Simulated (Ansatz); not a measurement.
# C2H7FOSi2: molecular dynamics

Method: RKS PBE0/STO-3G, in Ansatz 0.2.0.

### Step 1. Starting point

Bond lengths: O1–C2 1.452 Å, C2–Si3 1.914 Å, C2–C4 1.501 Å, C2–Si5 1.775 Å, Si5–F6 1.624 Å, O1–H7 0.947 Å, Si3–H8 1.495 Å, Si3–H9 1.528 Å, Si3–H10 1.508 Å, C4–H11 1.137 Å, C4–H12 1.042 Å, Si5–H13 1.539 Å. Angles (14 of 19 angles, heavy atoms first): O1–C2–Si3 109.8°, O1–C2–C4 115.6°, O1–C2–Si5 120.4°, Si3–C2–C4 112.9°, Si3–C2–Si5 108.7°, C4–C2–Si5 88.0°, C2–Si5–F6 115.7°, C2–O1–H7 111.7°, C2–Si3–H8 110.5°, C2–Si3–H9 111.1°, C2–Si3–H10 112.9°, C2–C4–H11 112.1°, C2–C4–H12 123.2°, C2–Si5–H13 120.5°.

Structure file:

```xyz
13

O    -1.3145   -1.4212   -0.2148
C    -0.3870   -0.3130   -0.0731
Si    1.1460   -0.8760    0.9248
C    -0.0265    0.3990   -1.3447
Si   -0.9420    1.2467    0.5680
F     0.2176    2.3519    0.8353
H    -1.0677   -1.9960   -0.9260
H     1.7108   -2.1364    0.3521
H     0.7959   -1.0961    2.3959
H     2.2669    0.1330    0.8958
H    -0.9427    0.6524   -1.9678
H     0.7527    1.0878   -1.4120
H    -2.1888    1.9332   -0.0185
```

### Step 2. Preparing the start

File input.yaml:

```yaml
crystal:
  periodic: [false, false, false]
  atoms:
    - { symbol: O, position_ang: [-1.3145, -1.4212, -0.2148] }
    - { symbol: C, position_ang: [-0.387, -0.313, -0.0731] }
    - { symbol: Si, position_ang: [1.146, -0.876, 0.9248] }
    - { symbol: C, position_ang: [-0.0265, 0.399, -1.3447] }
    - { symbol: Si, position_ang: [-0.942, 1.2467, 0.568] }
    - { symbol: F, position_ang: [0.2176, 2.3519, 0.8353] }
    - { symbol: H, position_ang: [-1.0677, -1.996, -0.926] }
    - { symbol: H, position_ang: [1.7108, -2.1364, 0.3521] }
    - { symbol: H, position_ang: [0.7959, -1.0961, 2.3959] }
    - { symbol: H, position_ang: [2.2669, 0.133, 0.8958] }
    - { symbol: H, position_ang: [-0.9427, 0.6524, -1.9678] }
    - { symbol: H, position_ang: [0.7527, 1.0878, -1.412] }
    - { symbol: H, position_ang: [-2.1888, 1.9332, -0.0185] }
basis:
  gaussian: { orbitals: STO-3G }
hamiltonian:
  xc: pbe0
relax:
  f_tol: 0.02
  max_steps: 40
scf:
  lower_state_search: "off"
```

On the command line:

```
ansatz run input.yaml --threads 1 --pin off --max-ram 2048MiB --backend cpu --events-out ev --progress --plain --runs-dir out
```

Q: Estimate wall time and peak memory on 1 thread of Intel Xeon 6975P-C (Granite Rapids), shared host.

About 22 s, with a peak of 0.15 GiB.
